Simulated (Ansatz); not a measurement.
# Ga2HCl+ (doublet): the correlation ladder, cc-pVDZ

An exercise on one series of results from a longer session: the logs are not shown, and one member is left open.

Method: cc-pVDZ, core rule «outside noble gas», up to 33 orbitals frozen; program: Ansatz 0.2.0, Gaussian basis.

To be run: UHF; CCSD(T) on ROHF; CCSD(T) on UHF; BCCD(T) on ROHF; CISD; CCSDT(Q) on ROHF; CCSDT(Q) on UHF; CASSCF and MRCISD+Q, 9 electrons in 9 orbitals; CASSCF and MRCISD+Q(relaxed), 9 electrons in 9 orbitals; CASSCF and NEVPT2, 9 electrons in 9 orbitals.

26 further runs of the same task are left out: 8 that didn't finish, 18 set aside as unsound or not needed.

### What is computed

The geometry is a PBE0/def2-TZVP stationary point (not a proven minimum) of the parent state, kept for this charge and spin. No spin-orbit coupling is included. The filled d shell of Ga may be among the frozen orbitals whatever the setting's name suggests; the logs give the count.

4 atoms, charge 1, spin multiplicity 2.

Atoms are counted from 1 here; the program's logs count them from 0.

Bond lengths: Cl1–Ga2 2.162 Å, Ga2–Ga3 2.481 Å, Ga2–H4 1.564 Å. Angles: Cl1–Ga2–Ga3 111.4°, Cl1–Ga2–H4 121.9°, Ga3–Ga2–H4 126.7°.

Set-up of the first run:

File in.yaml:

```yaml
crystal:
  periodic: [false, false, false]
  atoms:
    - {symbol: Cl, position_ang: [0.000000, -0.840515, 2.118041]}
    - {symbol: Ga, position_ang: [0.000000, 0.691492, 0.592878]}
    - {symbol: Ga, position_ang: [0.000000, -0.296113, -1.683627]}
    - {symbol: H, position_ang: [0.000000, 2.214155, 0.951803]}
basis:
  gaussian: {orbitals: cc-pVDZ}
total_charge: 1
magnetization: {spin_polarized: true, initial_magnetization: 1}
hamiltonian: {xc: hf}
output: {orbitals: {seedname: orbitals}}
```

Run with:

```bash
$ ansatz run in.yaml --threads 1 --pin off --events-out ev --progress --plain --max-ram 2393MiB
```

Among the steps run: UHF; CCSD(T) on ROHF; CCSD(T) on UHF; BCCD(T) on ROHF; CISD; CCSDT(Q) on ROHF; CCSDT(Q) on UHF; CASSCF and MRCISD+Q, 9 electrons in 9 orbitals; CASSCF and MRCISD+Q(relaxed), 9 electrons in 9 orbitals; CASSCF and NEVPT2, 9 electrons in 9 orbitals.

One of the session's tables, all rows but one given; the rest of the session is left out.

```
   method  from UCCSDT(Q) (kJ/mol)
     ROHF                   +675.2
      UHF                   +661.7
     RMP2                   +110.6
     UMP2                   +109.5
    RCCSD                    +21.3
    UCCSD                    +20.2
 RCCSD(T)                     +4.7
 UCCSD(T)                        ?
  BCCD(T)                     +4.6
   RCCSDT                     +2.1
   UCCSDT                     +1.5
RCCSDT(Q)                     +0.8
UCCSDT(Q)                        0
```

**Question.** Estimate the row for UCCSD(T).

As computed: from UCCSDT(Q) (kJ/mol): +4.1. In the column «from UCCSDT(Q) (kJ/mol)» it lies between RCCSDT (+2.1) and BCCD(T) (+4.6).

Not comparable, so not listed: CISD (they don't share determinant, frozen orbitals or solution with the rows shown, or repeat one).

Limits of these values: Left out of the table: CASSCF frontier, NEVPT2 frontier, MRCISD frontier, MRCISD+Q frontier (the active space lost an orbital or holds another state than full CI finds). Left out of the table: MRCISD+Q(relaxed) frontier (another determinant or state than the rows shown). Restricted and unrestricted rows rest on different reference determinants; where their highest levels disagree by more than a few hundredths of an eV, they describe different states and don't form one ladder. Warnings in the runs' records: passed over end.
